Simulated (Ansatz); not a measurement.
Predict the output of the script below (Ansatz 0.2.0 through its Python package).

`run_adiabatic.py`:
```python
"""Vertical and adiabatic ionisation of CdK."""

import itertools

import ansatz as az
from ase.data import atomic_numbers, covalent_radii
import numpy as np

cdk = (
    az.Crystal.molecule()
    .atom("K", (0.0, 0.0, 0.0))
    .atom("Cd", (0.0, 0.0, 3.345))
)

base = (
    cdk.calculation()
    .basis(gaussian="def2-SVP")  # the orbital basis, by name
    .functional("PBE0")
    .spin("collinear", total=1)  # two spin channels
)
symbols = [site.symbol for site in cdk.cartesian_sites]
start = np.array([site.position_ang for site in cdk.cartesian_sites], dtype=float)
report = base.relax(force_tolerance=0.01).run().report
end = np.array(report["positions_ang"])

minimum = az.Crystal.molecule()
for symbol, place in zip(symbols, end):
    minimum = minimum.atom(symbol, place.tolist())
ion = (
    minimum.calculation()
    .basis(gaussian="def2-SVP")  # atom-centred Gaussian functions
    .functional("PBE0")
    .charge(1)  # electrons removed from the neutral system
)
vertical = ion.run().report
settled = ion.relax(force_tolerance=0.01, max_steps=80).run().report
print(f"vertical ionisation energy   {vertical['free_energy_ev'] - report['free_energy_ev']:.3f} eV")
print(f"adiabatic, no zero point     {settled['free_energy_ev'] - report['free_energy_ev']:.3f} eV")
print(f"relaxation energy of the ion {vertical['free_energy_ev'] - settled['free_energy_ev']:.3f} eV")
ionised = np.array(settled["positions_ang"])
# pairs closer than 1.2 times the sum of covalent radii, before or after
radius = [covalent_radii[atomic_numbers[s]] for s in symbols]
span = lambda where, i, j: np.linalg.norm(where[i] - where[j])
bonded = [(i, j) for i, j in itertools.combinations(range(len(symbols)), 2) if min(span(end, i, j), span(ionised, i, j)) < 1.2 * (radius[i] + radius[j])]
print("pair        before    after (A)")
for i, j in bonded:
    print(f"{symbols[i]}{i}-{symbols[j]}{j}".ljust(10), f"{span(end, i, j):8.4f} {span(ionised, i, j):8.4f}")
```

```console
$ python run_adiabatic.py
vertical ionisation energy   4.230 eV
adiabatic, no zero point     4.213 eV
relaxation energy of the ion 0.017 eV
pair        before    after (A)
K0-Cd1       3.9882   3.6913
```

Notes:
- The energies are electronic: no zero-point or thermal terms, and the basis set is short of its limit. The product may relax into another structure. The relaxation finds the nearest minimum, so the adiabatic value is an upper bound.
- def2 sets replace the cores of elements past krypton by effective core potentials.
- The species is open-shell (spin multiplicity 2).
- Only the spin states typed were run; another state of an ion can lie lower, by up to an eV or two.
- The spin state was assumed, and another may lie lower.
- Timing: 45 s on 1 thread of Arm Neoverse V1, on a shared host, peak memory 0.25 GiB.
